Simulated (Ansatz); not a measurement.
# TiH2 (singlet): wave-function methods side by side at scale of all distances = 1.504, def2-SVP

How much of the correlation energy of TiH2 (singlet) does each wave-function method recover here?

Computed with Ansatz 0.2.0, Gaussian basis. Level: def2-SVP, core rule «outside noble gas», up to 9 orbitals frozen.

The runs, in order: UHF; CCSD(T) on RHF; CCSD(T) on UHF; CISD; CCSDT(Q) on RHF; CCSDT(Q) on UHF; CASSCF and MRCISD+Q, 2 electrons in 2 orbitals; CASSCF and NEVPT2, 2 electrons in 2 orbitals; CASSCF and MRCISD+Q, 6 electrons in 8 orbitals; CASSCF and NEVPT2, 6 electrons in 8 orbitals; Full CI.

15 further runs of the same task are left out: 4 for a known fault of the program, 10 that didn't finish, 1 set aside as unsound or not needed.

## 1. What is computed

The geometry derives from a PBE0/def2-TZVP stationary point (not a proven minimum). All distances are scaled together.

3 atoms, charge 0, spin multiplicity 1.

Atoms are counted from 1 here; the program's logs count them from 0.

No contacts short enough for the rule that draws bonds.

As a file:

```xyz
3
charge 0, multiplicity 1
Ti    0.00000    0.00000    0.00000
H     0.00000    0.00000   -2.77849
H     0.00000    0.00000    2.77849
```

## 2. UHF

Input file in.yaml:

```yaml
crystal:
  periodic: [false, false, false]
  atoms:
    - {symbol: Ti, position_ang: [0.000000, 0.000000, 0.000000]}
    - {symbol: H, position_ang: [0.000000, 0.000000, -2.778490]}
    - {symbol: H, position_ang: [0.000000, 0.000000, 2.778490]}
basis:
  gaussian: {orbitals: def2-SVP}
magnetization: {spin_polarized: true, initial_magnetization: 0}
hamiltonian: {xc: hf}
output: {orbitals: {seedname: orbitals}}
```

On the command line:

```sh
ansatz run in.yaml --threads 1 --pin off --events-out ev --progress --plain --max-ram 2393MiB
```

Further steps of the session: CCSD(T) on RHF; CCSD(T) on UHF; CISD; CCSDT(Q) on RHF; CCSDT(Q) on UHF; CASSCF and MRCISD+Q, 2 electrons in 2 orbitals; CASSCF and NEVPT2, 2 electrons in 2 orbitals; CASSCF and MRCISD+Q, 6 electrons in 8 orbitals; CASSCF and NEVPT2, 6 electrons in 8 orbitals; Full CI.

**Question.** What will the summary of the whole plan be? Wanted: FCI below the RHF energy; RMP2 from FCI; UMP2 from FCI; RCCSD from FCI; RCCSD(T) from FCI; UCCSD(T) from FCI; RCCSDT(Q) from FCI; T1 diagnostic; effectively unpaired electrons.

**Answer**, as computed:

| quantity | value |
| --- | --- |
| FCI below the RHF energy | -3.0987 eV |
| RMP2 from FCI | +141.3 kJ/mol |
| UMP2 from FCI | +46.8 kJ/mol |
| RCCSD from FCI | +20.0 kJ/mol |
| RCCSD(T) from FCI | +9.7 kJ/mol |
| UCCSD(T) from FCI | -92.1 kJ/mol |
| RCCSDT(Q) from FCI | +2.0 kJ/mol |
| levels within 1 kcal/mol (43 meV) | RCCSDT, RCCSDT(Q) |
| T1 diagnostic | 0.035 |
| effectively unpaired electrons | 2.15 |

What this shows: RCCSD(T) lands +9.7 kJ/mol from the yardstick (3.3 % of the correlation energy). CCSD(T) misses by +9.7 kJ/mol on the restricted determinant and by -92.1 kJ/mol on the unrestricted one; the two need not hold the same state or core. UCCSD, UCCSD(T) fall below full CI: unrestricted runs freeze a spin-polarised core, another one than full CI's, and coupled cluster isn't variational. With 2.1 effectively unpaired electrons against 0 the state is strongly multireference. Coupled cluster on one determinant still stays close here. Coupled cluster took another determinant than the lowest Hartree-Fock one. These misses are within one basis, not against nature.
